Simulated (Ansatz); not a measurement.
**Cs: response to strain**

Aim: deform Cs (zz strain of -1 %) and compute stress, forces and field gradients with LAPW, PAW and all-electron datasets made for the crystal.

Method: DFT LDA, scalar-relativistic, in Ansatz 0.2.0.

**1. The structure to begin with**

Symmetry: Im-3m, No. 229, cubic system. The conventional cell has a = 6.045 Å, b = 6.045 Å, c = 6.045 Å, α = 90.00°, β = 90.00°, γ = 90.00°.

Structure file:

```
Cs
1.0
    -3.02250    3.02250    3.02250
     3.02250   -3.02250    3.02250
     3.02250    3.02250   -3.02250
Cs
1
Direct
  0.00000 0.00000 0.00000
```

**2. The deformed structure**

Space group Im-3m before, I4/mmm after.

**3. Full-potential LAPW**

input.yaml reads:

```yaml
crystal:
  lattice:
    - [-3.0225, 3.0225, 2.992275]
    - [3.0225, -3.0225, 2.992275]
    - [3.0225, 3.0225, -2.992275]
  atoms:
    - { symbol: Cs, position: [0.0, 0.0, 0.0] }
kpoints:
  mp_grid: { grid: [9, 9, 9] }
  band_path:
    path:
      - [0.0, 0.0, 0.0]
      - [0.0, 0.0, 0.5]
      - [-0.5, 0.5, 0.5]
      - [0.0, 0.0, 0.0]
      - [0.495025, 0.495025, -0.495025]
      - [-0.495025, 0.504975, 0.495025]
      - [-0.5, 0.5, 0.5]
      - [0.0, 0.0, 0.5]
      - [0.25, 0.25, 0.25]
    npoints: 5
scf:
  occupations: { method: fermi_dirac, width: 0.05 }
hamiltonian:
  xc: lda
  pseudopotentials: { kind: all_electron, lapw: { basis_error: 0.001 } }
output:
  forces: true
  stress: true
  eigenvalues: true
```

Started as:

```sh
> ansatz run input.yaml --threads 1 --pin off --max-ram 3072MiB --backend cpu --events-out ev --progress --plain --runs-dir out
```

**4. PAW on the default files**

input.yaml reads:

```yaml
crystal:
  lattice:
    - [-3.0225, 3.0225, 2.992275]
    - [3.0225, -3.0225, 2.992275]
    - [3.0225, 3.0225, -2.992275]
  atoms:
    - { symbol: Cs, position: [0.0, 0.0, 0.0] }
kpoints:
  mp_grid: { grid: [9, 9, 9] }
scf:
  occupations: { method: fermi_dirac, width: 0.05 }
hamiltonian:
  xc: lda
  pseudopotentials: { kind: paw }
output:
  forces: true
  stress: true
  eigenvalues: true
  efg: { contact_densities: true }
```

**5. Datasets made for this crystal**

Changes to input.yaml since step 4:

```diff
@@ -13,3 +13,3 @@
   xc: lda
-  pseudopotentials: { kind: paw }
+  pseudopotentials: { kind: all_electron, datasets: crystal }
 output:
```

(Steps that only read results are left out.)

**Question.** What will these runs give? Wanted: pressure; largest shear or deviatoric stress.

As calculated:

| quantity | value |
| --- | --- |
| pressure | LAPW -0.26, PAW -0.26, crystal datasets -0.26 GPa |
| largest shear or deviatoric stress (LAPW) | 0.00 GPa |

What this shows: The largest part of the stress beyond the pressure is 0.00 GPa in size, in the zz component. No run of the undeformed cell stands beside it, so the pressure holds what the given cell had before the change. PAW: stress within 0.01 GPa of LAPW. Crystal datasets: stress within 0.01 GPa of LAPW. Spin-orbit coupling is left out, though the cell holds Cs; in elements this heavy it can shift bands and gaps by tenths of an eV.
